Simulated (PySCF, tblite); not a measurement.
# C₆H₁₂O₂SSi: geometry, infrared bands and NMR shifts

Aim: predict the infrared bands and NMR shifts of C₆H₁₂O₂SSi (`CS/C=C(\C)C[SiH2]C(=O)O`).

Computed with tblite 0.8.0 and PySCF 2.14.0, with density-fitted response routines of our own, on a single molecule in the gas phase. Atoms count from 0, in the outputs and in this text.

**1. The starting structure**

22 atoms, charge 0, multiplicity 1; geometry from: force field or distance geometry start.

Bonds of the start (Å): C0–S1 1.80, S1–C2 1.73, C2–C3 1.34, C3–C4 1.51, C3–C5 1.53, C5–Si6 1.88, Si6–C7 1.88, C7–O8 1.21, C7–O9 1.36, C0–H10 1.10, C0–H11 1.08, C0–H12 1.10, C2–H13 1.09, C4–H14 1.10, C4–H15 1.10, C4–H16 1.10, C5–H17 1.10, C5–H18 1.10, Si6–H19 1.49, Si6–H20 1.50, O9–H21 0.99.

**2. Optimising the geometry with GFN2-xTB**

What the job is given:

```
{"job": {"kind": "relax", "xc": "GFN2-xTB", "basis": "xTB"}, "charge": 0, "multiplicity": 1}
C      2.921400     2.295300     0.073000
S      2.687100     0.564900    -0.382400
C      1.192300     0.222100     0.407600
C      0.521400    -0.939100     0.317200
C      0.993400    -2.176000    -0.409000
C     -0.803500    -1.112000     1.062600
Si    -2.357200    -0.857400     0.028400
C     -2.470600     0.920200    -0.579900
O     -2.024900     1.816500     0.108500
O     -3.062000     1.183900    -1.772400
H      2.084500     2.899700    -0.316200
H      3.843000     2.663200    -0.357200
H      2.959100     2.412800     1.170400
H      0.747300     1.036000     0.979700
H      0.284600    -2.427800    -1.208100
H      1.064700    -3.021300     0.285300
H      1.976500    -2.055200    -0.880100
H     -0.847000    -0.415800     1.908600
H     -0.833200    -2.106800     1.523900
H     -2.350500    -1.841800    -1.085400
H     -3.540500    -1.203800     0.881800
H     -2.996000     2.161800    -1.871900
```

Launch:

```console
$ OMP_NUM_THREADS=1 python probes_run.py task.json out
```

The driver reads the jobs from task.json and runs them one after another.

Output:

```text
step      E/eV     max force
  0    -871.66580    1.678
  1    -871.77240    0.707
  2    -871.79890    0.877
  3    -871.81474    0.351
  4    -871.82895    0.353
  5    -871.84247    0.411
  6    -871.85136    0.288
  7    -871.86096    0.201
  8    -871.86772    0.216
  9    -871.87304    0.205
 10    -871.87808    0.179
 11    -871.88220    0.157
 12    -871.88555    0.118
 13    -871.88846    0.158
 14    -871.89125    0.148
 15    -871.89352    0.110
 16    -871.89488    0.072
 17    -871.89559    0.059
 18    -871.89609    0.063
 19    -871.89664    0.071
 20    -871.89732    0.097
 21    -871.89806    0.090
 22    -871.89874    0.060
 23    -871.89930    0.056
 24    -871.89982    0.062
 25    -871.90035    0.068
 26    -871.90090    0.058
 27    -871.90137    0.042
 28    -871.90173    0.040
 29    -871.90202    0.038
 30    -871.90231    0.039
 31    -871.90259    0.031
 32    -871.90284    0.034
 33    -871.90305    0.038
 34    -871.90326    0.043
 35    -871.90351    0.040
 36    -871.90378    0.038
 37    -871.90404    0.038
 38    -871.90431    0.044
 39    -871.90459    0.053
 40    -871.90486    0.041
 41    -871.90508    0.035
 42    -871.90526    0.033
 43    -871.90545    0.035
 44    -871.90569    0.043
 45    -871.90592    0.034
 46    -871.90605    0.022
 47    -871.90613    0.021
 48    -871.90621    0.024
 49    -871.90632    0.028
 50    -871.90645    0.027
 51    -871.90656    0.026
 52    -871.90665    0.029
 53    -871.90677    0.029
 54    -871.90694    0.038
 55    -871.90716    0.041
 56    -871.90741    0.051
 57    -871.90768    0.060
 58    -871.90799    0.054
 59    -871.90830    0.040
 60    -871.90857    0.041
 61    -871.90880    0.031
 62    -871.90899    0.040
 63    -871.90917    0.032
 64    -871.90931    0.023
 65    -871.90940    0.021
 66    -871.90948    0.026
 67    -871.90958    0.029
 68    -871.90969    0.026
 69    -871.90979    0.019
 70    -871.90986    0.014
 71    -871.90991    0.018
 72    -871.90995    0.024
 73    -871.90999    0.018
 74    -871.91003    0.021
 75    -871.91009    0.022
 76    -871.91017    0.027
 77    -871.91025    0.023
 78    -871.91032    0.023
 79    -871.91038    0.019
 80    -871.91045    0.019
 81    -871.91052    0.020
 82    -871.91059    0.018
 83    -871.91066    0.022
 84    -871.91073    0.021
 85    -871.91079    0.023
 86    -871.91085    0.017
 87    -871.91091    0.019
 88    -871.91098    0.021
 89    -871.91107    0.023
 90    -871.91116    0.023
 91    -871.91122    0.014
 92    -871.91126    0.016
 93    -871.91131    0.016
 94    -871.91135    0.016
 95    -871.91138    0.011
 96    -871.91140    0.008
```

Run time: 1.8 s. Hardware: 1 thread of Arm Neoverse N1, shared host; peak memory 0.19 GiB.

Along the way: (not every step is listed)

```csv
step,energy from step 0 (eV),largest force (eV/Å)
0,0.0000,1.6780
1,-0.1066,0.7075
2,-0.1331,0.8774
3,-0.1489,0.3512
4,-0.1631,0.3525
5,-0.1767,0.4108
6,-0.1856,0.2879
7,-0.1952,0.2013
8,-0.2019,0.2161
16,-0.2291,0.0723
24,-0.2340,0.0618
32,-0.2370,0.0337
40,-0.2391,0.0407
48,-0.2404,0.0237
56,-0.2416,0.0514
64,-0.2435,0.0230
72,-0.2441,0.0243
80,-0.2446,0.0193
88,-0.2452,0.0209
91,-0.2454,0.0140
92,-0.2455,0.0163
93,-0.2455,0.0160
94,-0.2455,0.0161
95,-0.2456,0.0115
96,-0.2456,0.0081
```

Close pairs (by a distance rule), those that changed most:

```
   bond  before (Å)  after (Å)  change (Å)
 Si6–C7       1.882      1.921      +0.039
  S1–C2       1.725      1.761      +0.036
Si6–H20       1.499      1.467      -0.033
  C3–C5       1.530      1.502      -0.028
 C5–Si6       1.884      1.908      +0.024
Si6–H19       1.486      1.462      -0.024
  C7–O9       1.357      1.338      -0.019
 C0–H12       1.104      1.087      -0.018
```

The next job starts from the end point, and lists it.

**3. Vibrational analysis with GFN2-xTB**

What the job is given:

```
{"job": {"kind": "ir", "xc": "GFN2-xTB", "basis": "xTB"}, "charge": 0, "multiplicity": 1}
C      2.785790     2.292764     0.065809
S      2.545800     0.591590    -0.523595
C      1.076348     0.201371     0.365914
C      0.482398    -0.988035     0.378249
C      1.005266    -2.174121    -0.367275
C     -0.799106    -1.186758     1.136844
Si    -2.321848    -0.869054     0.031635
C     -2.256390     0.970200    -0.519758
O     -1.722493     1.883392     0.059521
O     -2.921429     1.155666    -1.665935
H      1.893007     2.875527    -0.143209
H      3.633550     2.698332    -0.477208
H      2.998240     2.280713     1.131467
H      0.663325     1.043226     0.897580
H      0.268689    -2.518286    -1.093074
H      1.206075    -2.996170     0.320003
H      1.924292    -1.921619    -0.890176
H     -0.837499    -0.498141     1.982601
H     -0.832929    -2.200277     1.536933
H     -2.335229    -1.669721    -1.192146
H     -3.566174    -1.042081     0.788241
H     -2.900093     2.090868    -1.937686
```

Output:

```text
mode    cm-1     km/mol
  1       9.4      1.50
  2      21.8      2.43
  3      31.4      1.54
  4      52.2      1.71
  5      91.7      1.30
  6      98.2      0.47
  7     121.1      1.34
  8     150.7      0.16
  9     162.8      0.63
 10     222.1      2.24
 11     254.1      0.18
 12     278.7      6.61
 13     352.2      1.23
 14     357.1      7.55
 15     434.3      9.34
 16     439.8     18.09
 17     446.4     37.47
 18     538.7     45.20
 19     598.2     51.38
 20     656.4    188.78
 21     677.5      7.13
 22     705.2    122.70
 23     732.8     12.66
 24     738.6     22.25
 25     760.0    211.24
 26     772.4     49.82
 27     785.3     65.83
 28     814.1    101.36
 29     914.9     46.02
 30     945.5      1.19
 31     962.0     13.14
 32    1016.3     18.38
 33    1039.9      0.91
 34    1115.2    240.36
 35    1123.2     11.74
 36    1180.1     29.71
 37    1208.5     49.68
 38    1213.0     46.58
 39    1293.7      6.65
 40    1318.4      1.27
 41    1402.8     13.68
 42    1449.9      2.92
 43    1450.4      7.74
 44    1453.9      4.98
 45    1474.3      2.26
 46    1479.8      2.12
 47    1686.6     12.84
 48    1753.5    260.57
 49    2235.4    338.47
 50    2274.4    225.56
 51    2975.9     20.48
 52    2985.9     20.76
 53    2992.3     28.99
 54    3007.7     38.55
 55    3022.6      6.78
 56    3028.8      8.15
 57    3048.3     24.23
 58    3058.3      5.86
 59    3091.3     11.02
 60    3365.3     12.90
```

Run time: 2.1 s. Hardware: 1 thread of Arm Neoverse N1, shared host; peak memory 0.19 GiB.

Which atoms move in the most intense modes:

```csv
cm⁻¹,km/mol,atoms
656,188.8,"H20 37 %, H19 31 %"
705,122.7,"H21 62 %, C7 20 %, O9 12 %"
760,211.2,"H19 35 %, H20 32 %, Si6 12 %"
814,101.4,"C5 21 %, H18 16 %, C2 14 %"
1115,240.4,"O9 42 %, H21 26 %, C7 22 %"
1754,260.6,"C7 61 %, O8 38 %"
2235,338.5,H20 96 %
2274,225.6,H19 96 %
```

**4. Shielding tensors: PBE0/pcSseg-1**

Same as in step 3 but for these lines:

```diff
@@ -1,2 +1,2 @@
-{"job": {"kind": "ir", "xc": "GFN2-xTB", "basis": "xTB"}, "charge": 0, "multiplicity": 1}
+{"job": {"kind": "nmr", "xc": "PBE0", "basis": "pcSseg-1"}, "charge": 0, "multiplicity": 1}
 C      2.785790     2.292764     0.065809
```

With the program's defaults for keys left out, this is: GIAO PBE0/pcSseg-1 NMR shielding, non-relativistic, gas phase.

Output:

```text
coarse grid: 19376 points
cycle   1  E = -1072.9640117860  dE =  1.265e+00  |g| = 9.286e-01  |ddm| = 4.312e+00
cycle   2  E = -1072.6180644755  dE =  3.459e-01  |g| = 1.635e+00  |ddm| = 1.653e+00
cycle   3  E = -1073.1137184747  dE = -4.957e-01  |g| = 3.322e-01  |ddm| = 1.191e+00
cycle   4  E = -1073.1336195663  dE = -1.990e-02  |g| = 8.848e-02  |ddm| = 2.442e-01
cycle   5  E = -1073.1348630013  dE = -1.243e-03  |g| = 2.454e-02  |ddm| = 6.375e-02
cycle   6  E = -1073.1349904448  dE = -1.274e-04  |g| = 6.478e-03  |ddm| = 2.482e-02
cycle   7  E = -1073.1349992367  dE = -8.792e-06  |g| = 2.518e-03  |ddm| = 8.150e-03
final grid: 177800 points
cycle   8  E = -1073.2169615035  dE = -3.514e-05  |g| = 1.447e-02  |ddm| = 4.338e-02
cycle   9  E = -1073.2169020641  dE =  5.944e-05  |g| = 2.265e-02  |ddm| = 2.604e-02
cycle  10  E = -1073.2170029297  dE = -1.009e-04  |g| = 3.574e-03  |ddm| = 1.613e-02
cycle  11  E = -1073.2170053597  dE = -2.430e-06  |g| = 4.862e-04  |ddm| = 2.356e-03
cycle  12  E = -1073.2170054029  dE = -4.313e-08  |g| = 1.870e-04  |ddm| = 5.989e-04
cycle  13  E = -1073.2170054101  dE = -7.247e-09  |g| = 5.083e-05  |ddm| = 1.807e-04
cycle  14  E = -1073.2170054107  dE = -6.121e-10  |g| = 2.048e-05  |ddm| = 7.806e-05
converged SCF energy = -1073.2170054107

GIAO shielding tensors (ppm)
atom      isotropic    diamagn.    paramagn.     s11        s22        s33       span
  0 C      165.669     251.351     -85.682    145.775    164.029    187.203     41.428
  1 S      511.164    1058.992    -547.828    354.436    466.030    713.024    358.588
  2 C       51.551     261.948    -210.397    -36.163     79.814    111.003    147.166
  3 C       58.561     263.157    -204.595    -46.222     64.361    157.545    203.766
  4 C      165.671     247.927     -82.256    151.307    161.639    184.065     32.758
  5 C      163.828     253.307     -89.479    146.627    153.767    191.091     44.464
  6 Si     409.259     880.430    -471.171    355.917    412.674    459.186    103.269
  7 C        1.234     256.271    -255.037   -105.499     29.011     80.192    185.692
  8 O     -167.028     406.069    -573.097   -485.111   -267.478    251.506    736.617
  9 O       91.723     391.180    -299.457    -92.062    135.984    231.247    323.309
 10 H       29.296      32.143      -2.846     23.787     28.350     35.751     11.964
 11 H       29.808      28.615       1.192     24.821     26.645     37.957     13.136
 12 H       29.253      30.046      -0.793     24.160     27.187     36.413     12.254
 13 H       25.886      38.857     -12.972     22.217     24.143     31.297      9.080
 14 H       29.995      31.125      -1.130     25.424     29.279     35.282      9.858
 15 H       30.179      29.275       0.904     26.267     27.529     36.742     10.476
 16 H       29.633      31.474      -1.841     23.631     31.385     33.882     10.250
 17 H       29.269      33.149      -3.880     25.472     28.242     34.092      8.620
 18 H       30.259      31.640      -1.381     26.091     28.786     35.900      9.809
 19 H       27.293      29.618      -2.325     23.567     26.639     31.673      8.106
 20 H       27.290      27.941      -0.651     23.742     25.157     32.970      9.228
 21 H       24.959      30.668      -5.709     18.500     23.451     32.924     14.425
```

Wall time 2.1 min (1 thread of Arm Neoverse N1, shared host); peak memory 1.1 GiB.

Shifts follow as δ = σ(reference) − σ, with reference shieldings (ppm) from runs at the same level and on the same kind of geometry: ¹H TMS 31.72, ¹³C TMS 186.9, ²⁹Si TMS 349.2, ¹⁷O H2O 336.1, ³³S CS2 504. The references are single molecules in the gas phase, so shifts against H2O, NH3, PH3, H3PO4 or CFCl3 are not on the usual liquid scales and can be off by tens of ppm. Atoms listed in one row are averaged.

```
        atoms                                  environment  σ (ppm)  δ (ppm)  δ scaled to CDCl3
           C7                              carbonyl carbon      1.2    185.7              179.3
           C2                                    alkene CH     51.6    135.4              125.8
           C3              fully substituted alkene carbon     58.6    128.4              123.4
           C5                 allylic sp3 CH2 bonded to Si    163.8     23.1               20.6
           C0                    methyl carbon bonded to S    165.7     21.3               14.4
           C4                        allylic methyl carbon    165.7     21.3               18.8
          H21          hydrogen on an acid hydroxyl oxygen    24.96     6.76                  –
          H13                     hydrogen on an alkene CH    25.89     5.83               5.60
     H19, H20          hydrogen on a silicon bonded to 2 C    27.29     4.43                  –
H10, H11, H12      hydrogen on a methyl carbon bonded to S    29.45     2.26               2.24
     H17, H18  hydrogen on an allylic sp3 CH2 bonded to Si    29.76     1.95               1.95
H14, H15, H16         hydrogen on an allylic methyl carbon    29.94     1.78               1.78
           S1                               sulfide sulfur      511       -7                  –
          Si6                   silicon bonded to 2 C, 2 H    409.3    -60.1                  –
           O8                              carbonyl oxygen   -167.0    503.1                  –
           O9                         acid hydroxyl oxygen     91.7    244.4                  –
```

The scaled column applies a straight-line fit of computed shieldings to shifts measured in CDCl3, with any fitted terms for Cl, Br or S neighbours (root-mean-square error 0.16 ppm for H, 1.9 ppm for C).

Charges from the same density, by scheme (e):

```
atoms  Mulliken    IAO  Hirshfeld  ESP fit
   C0     -0.38  -0.50      -0.12    -0.49
   S1      0.01   0.14       0.01    -0.11
   C2     -0.17  -0.29      -0.09    -0.24
   C3     -0.41  -0.01      -0.01     0.11
   C4     -0.15  -0.42      -0.12    -0.41
   C5     -0.42  -0.53      -0.15    -0.43
  Si6      0.67   0.71       0.34     0.42
   C7      0.23   0.29       0.12     0.59
   O8     -0.41  -0.45      -0.26    -0.53
   O9     -0.36  -0.47      -0.18    -0.64
```

Mayer bond orders: C0–S1 1.00, S1–C2 1.03, C2–C3 1.81, C3–C4 1.07, C3–C5 1.05, C5–Si6 0.91, Si6–C7 0.78, C7–O8 1.89, C7–O9 1.11.

The fields below are evaluated on a grid from the run's orbitals.

Frontier orbitals at PBE0/pcSseg-1, with the share of their density that lies nearest to each atom:

| orbital | energy (eV) | lies on |
| --- | --- | --- |
| HOMO | -5.65 | S1 47 %; C3 21 %; C2 12 % |
| LUMO | -0.52 | C7 40 %; O8 22 %; O9 9 % |

ELF in a plane through or near 7 of the atoms.

Ten even steps from ' ' (0.00) to '@' (1.00):
```
                                                        
                                                        
                                                        
                                                        
                          --**++..                      
            ..++##--    ..**%%%%++::::::                
            ++@@@@@@    ..**####**::==..                
      ::++++**@@@@@@      ..--++++##%%==......          
      ++%%@@..++##--  ----    ..**@@::..++**--          
      ::**##==--##--::****==..  ::  ##++==**--          
            ..++**++%%--::%%**--++++    --::            
            ::##%%####++%%::..**==++--::::..            
            ++%%@@##::::========....                    
            ::++++::    ..++**::                        
                        ..%%@@%%::                      
                        --@@@@@@##                      
                        ..%%@@%%::                      
                                                        
                                                        
                                                        
```
The map spans 14.1 Å across and 12.1 Å up, centred on the molecule. Atoms in the plane (x, y in Å): C0 (-3.5, 0.8), C2 (-1.1, -0.4), C3 (0.0, -1.2), Si6 (2.5, 0.3), C7 (1.6, 1.9), H10 (-3.0, 1.7), H15 (0.3, -3.2).

On the surface of density 0.002 e/bohr³ the electrostatic potential runs, from the 1st to the 99th percentile, from -1.33 V near O8 to 1.98 V near H21.

**5. Outcome**

| quantity | value |
| --- | --- |
| strongest single infrared mode (GFN2-xTB) | 2235 cm⁻¹, 338 km/mol |
| zero-point energy (GFN2-xTB) | 102.7 kcal/mol |
| ¹³C shifts against TMS (PBE0/pcSseg-1) | 185.7, 135.4, 128.4, 23.1, 21.3, 21.3 ppm |
| ¹H shifts against TMS (PBE0/pcSseg-1, means over atoms taken as alike) | 6.76, 5.83, 4.43, 2.26, 1.95, 1.78 ppm |
| ³³S shifts against CS2 (PBE0/pcSseg-1) | -7 ppm |
| ²⁹Si shifts against TMS (PBE0/pcSseg-1) | -60.1 ppm |
| ¹⁷O shifts against H2O (PBE0/pcSseg-1) | 503.1, 244.4 ppm |
| surface potential, 1st and 99th percentile | -1.33 V and 1.98 V |

The optimisation took 96 steps and gained 0.246 eV; among the close pairs (by a distance rule), Si6–C7 changed most, from 1.882 to 1.921 Å. No mode is imaginary among the 60: a minimum at this level. The strongest single mode, at 2235 cm⁻¹, moves mainly H20. Unscaled tight-binding wavenumbers are off by several per cent, some by more. Its intensities can rank the bands wrongly. At PBE0/pcSseg-1: Shielding is most anisotropic at O8 (span 737 ppm, paramagnetic term -573 ppm). By nearest atom (PBE0/pcSseg-1), the HOMO sits on S1 47 %; C3 21 % and the LUMO on C7 40 %; O8 22 %.
